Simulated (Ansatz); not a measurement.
## PbCl2 in a box, plane waves

Ansatz 0.2.0, DFT PBE, spin-orbit coupling, plane waves, PAW, molecule in a box. The geometry was relaxed with Gaussian bases (PBE0; Pb def2-SVP with ECP60, Cl def2-SVP).

```yaml
crystal:
  lattice:
    - [12.79, 0.0, 0.0]
    - [0.0, 9.0, 0.0]
    - [0.0, 0.0, 10.6]
  atoms:
    - { symbol: Pb, position: [0.50008991, 0.5, 0.4245283] }
    - { symbol: Cl, position: [0.64834324, 0.5, 0.57576981] }
    - { symbol: Cl, position: [0.35183737, 0.5, 0.57576981] }
basis:
  ecutwfc: 420
  ecutrho_ratio: 4
kpoints:
  mp_grid: { grid: [1, 1, 1] }
hamiltonian:
  xc: pbe
scf:
  occupations: { method: gaussian, width: 0.01 }
output:
  forces: true
  eigenvalues: true
  populations: true
  write_density: true
  write_potential: true
  elf: true
  volumetric_format: npy
magnetization:
  noncollinear: true
  spin_orbit: true
```

Command:
```sh
ansatz run input.yaml --threads 2 --pin off --max-ram 5120MiB --backend cpu --events-out ev --progress --plain --runs-dir out
```
It took 11 s on 2 threads of Arm Neoverse V1 (shared host), peak memory 1.4 GiB.

(1) How does the SCF go?

(2) Which levels lie next to the highest filled one (eV, counted from it)?

(3) What forces are left at this geometry, relaxed with Gaussian bases (eV/Å)?

The highest of the empty levels listed lie near the vacuum level and may be states of the box.

The forces come from the other functional as well as from the basis.

## Answers

(1) 
```
SCF iter   1: F=—  HF=-14107.453730 eV  |F-HF|=—  |Δ(HF+E_count)|=         —  Δρ=1.01e-2
preconditioner: auto → Resta (q_TF=auto, 1.454 Å⁻¹)  ε∞=1.3  [insulator: Δε(μ)=4.403 eV  Ē_g=7.581 eV  σ=0.010 eV  W_gap=1.00  n_s
spin=Noncollinear: Resta preconditioning applied to the charge; magnetization (m_x, m_y, m_z) channels mix plain (no charge-respon
SCF iter   2: F=—  HF=-14106.310705 eV  |F-HF|=—  |Δ(HF+E_count)|=    1.14e0  Δρ=4.52e-3
SCF iter   3: F=—  HF=-14106.178332 eV  |F-HF|=—  |Δ(HF+E_count)|=   1.32e-1  Δρ=2.53e-3
SCF iter   4: F=—  HF=-14106.164948 eV  |F-HF|=—  |Δ(HF+E_count)|=   1.34e-2  Δρ=4.42e-4
SCF iter   5: F=—  HF=-14106.164421 eV  |F-HF|=—  |Δ(HF+E_count)|=   5.28e-4  Δρ=1.25e-4
SCF iter   6: F=—  HF=-14106.164317 eV  |F-HF|=—  |Δ(HF+E_count)|=   1.03e-4  Δρ=3.43e-5
SCF iter   7: F=—  HF=-14106.164371 eV  |F-HF|=—  |Δ(HF+E_count)|=   5.36e-5  Δρ=7.88e-6
SCF iter   8: F=-14106.164371 eV  HF=-14106.164371 eV  |F-HF|=4.28e-9  |Δ(HF+E_count)|=   4.91e-8  Δρ=1.80e-6
```

(2) Filled: -0.86, -0.86, -0.65, -0.65, -0.30, -0.30, -0.09, -0.09, 0.00, 0.00. Empty: 3.10, 3.10, 5.06, 5.06, 5.58, 5.58, 6.37, 6.37.

(3) 
```
Pb   0.00  0.00  0.03
Cl  -0.02  0.00 -0.02
Cl   0.02  0.00 -0.02
```
